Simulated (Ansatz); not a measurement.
Task: energies of removing a hydrogen of BClFH3OSi, SMILES O[SiH2]B(F)Cl, with Ansatz 0.2.0 through its Python package. Give the script and its output. Settings (for the species named): PBE, cc-pVDZ basis, multiplicity 1.

```yaml
atoms:
  - { symbol: O, position_ang: [-0.2803, -0.1481, 1.8169] }
  - { symbol: Si, position_ang: [0.5315, -0.4203, 0.3548] }
  - { symbol: B, position_ang: [-0.5739, 0.1094, -1.1844] }
  - { symbol: F, position_ang: [-0.8415, -0.8622, -2.1659] }
  - { symbol: Cl, position_ang: [-1.0851, 1.8511, -1.3699] }
  - { symbol: H, position_ang: [-0.3521, 0.9004, 1.8730] }
  - { symbol: H, position_ang: [1.8183, 0.3493, 0.3585] }
  - { symbol: H, position_ang: [0.8752, -1.8368, 0.2613] }
```

`bclfh3osi_bde.py`:
```python
import ansatz as az


def energy_of(molecule, charge=0, unpaired=0):
    calc = (
        molecule.calculation()
        .basis(gaussian="cc-pVDZ")
        .functional("pbe")
    )
    if charge:
        calc = calc.charge(charge)
    if unpaired:
        calc = calc.spin("collinear", total=unpaired)
    report = calc.run(threads=1).report
    if report["published_state_doubts"]:
        print("  doubts:", report["published_state_doubts"])
    return report["free_energy_ev"]

GEOMETRY = """
O    -0.28030   -0.14810    1.81690
Si    0.53150   -0.42030    0.35480
B    -0.57390    0.10940   -1.18440
F    -0.84150   -0.86220   -2.16590
Cl   -1.08510    1.85110   -1.36990
H    -0.35210    0.90040    1.87300
H     1.81830    0.34930    0.35850
H     0.87520   -1.83680    0.26130
"""

def without(molecule, index):
    rest = az.Crystal.molecule()
    for i, site in enumerate(molecule.cartesian_sites):
        if i != index:
            rest = rest.atom(site.symbol, site.position_ang)
    return rest

mol = az.Crystal.molecule()
for line in GEOMETRY.strip().splitlines():
    symbol, *xyz = line.split()
    mol = mol.atom(symbol, [float(v) for v in xyz])

whole = energy_of(mol, 0)
hydrogen = energy_of(az.Crystal.molecule().atom("H", (0, 0, 0)), 0, 1)
print(f"E(molecule) = {whole:.5f} eV, E(H) = {hydrogen:.5f} eV")
for index in [5, 7]:
    radical = energy_of(without(mol, index), 0, 1)
    print(f"H{index}: homolysis {(radical + hydrogen - whole):.3f} eV")
```

```console
$ python bclfh3osi_bde.py
E(molecule) = -25877.23813 eV, E(H) = -13.56836 eV
H5: homolysis 4.842 eV
H7: homolysis 3.900 eV
```

Caveats:
- These settings explore the input space; basis and method may be short of convergence.
- The geometry is a force-field or estimated start, not a minimum of this method, and the basis set is short of its limit. All parts are taken at fixed geometry, without zero-point energy.
- This functional overbinds, so such energies come out a few per cent too high (LDA far more).
- Timing: 21 s on 1 thread of Arm Neoverse V1, on a shared host, peak memory 0.26 GiB.

(Lines on the test bed's own set-up are left out of the output.)
